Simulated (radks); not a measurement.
# Ne in 1s1 2s2 2p6 3s1: an all-electron calculation

Aim: the levels, the sizes of the orbitals and the parts of the energy of neutral neon.

Program: radks (a radial shooting solver on a logarithmic mesh, Libxc functionals) version 1. Level of theory: Dirac Kohn-Sham, LDA (Slater exchange, Perdew-Wang correlation), spin-unpolarised, spherical densities, point nucleus. These are calculated values, not measurements, unless marked.

### 1 What is computed

| Quantity | Value |
| --- | --- |
| element | neon (Z = 10) |
| charge | 0 |
| electrons | 10 |
| configuration | 1s1 2s2 2p6 3s1 |

The outer shells:

Ne
```
1s [↑ ]
2s [↑↓]
2p [↑↓][↑↓][↑↓]
3s [↑ ]
```

### 2 The run

The run's settings:

```text
Z 10
configuration 1s1 2s2 2p6 3s1 3p0 4s0 3d0 4f0
relativity Dirac
functional lda,pw
spin unpolarised
j_filling average
nucleus point
c 137.035999084
```

Command:

```bash
$ python run_ks.py task.json out
```

All runs below come from this command, one after another.

What does the calculation give?

As calculated:

| quantity | value |
| --- | --- |
| total energy | -96.40896 hartree |
| exchange-correlation share of it | 9.90 % |
| −T/E | 0.9974 |
| highest occupied level | 3s1/2, -2.738 eV |
| most extended occupied level | 3s1/2, <r> = 4.21 bohr |
| radius at density 0.001 e/bohr³ | 4.23 bohr |
| maxima of the radial density | 2 |

**Reading.** 3 principal shells are occupied and 2 maxima appear in the radial density; where shells overlap, one shows as a shoulder or not at all. This is not the tabulated ground configuration, so its levels and sizes aren't those of the ground state, and no measured value stands beside it.
